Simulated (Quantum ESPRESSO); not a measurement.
PPt:

```
Pt P
1.0
     3.74303    0.00000    0.00000
    -1.87151    3.24156    0.00000
     0.00000    0.00000    6.35374
Pt P
2 2
Cartesian
  0.0000 2.1610 2.3630
  1.8715 1.0805 5.5398
  0.0000 2.1610 0.0197
  1.8715 1.0805 3.1966
```

The cell comes from a database or a generator and needn't be the stable form of this composition.

Base run:

| Quantity | Value |
| --- | --- |
| Program | Quantum ESPRESSO 7.5 |
| Functional | PBE |
| Potentials or basis | SSSP 1.3 efficiency PBE |
| Cutoff | 748 eV |
| Density cutoff | 5987 eV |
| k mesh | 8 × 8 × 4 |
| Occupations | fermi-dirac, width 0.05 eV |
| Spin | no spin polarisation |
| Hubbard terms | Pt d U = 8 eV |

Its results: band gap on the k mesh none (metal or under the smearing width); pressure 2.8 GPa; largest force 0.127 eV/Å.

The run is repeated on the same cell with these changes: hubbard terms from Pt d U = 8 eV to none. What comes out?

Band gap on the k mesh none (metal or under the smearing width); pressure 0.0 GPa; largest force 0.136 eV/Å.

Caveats: U without spin polarisation on a metal has little footing (some runs); the U is typed as a test and isn't derived for this compound (some runs).
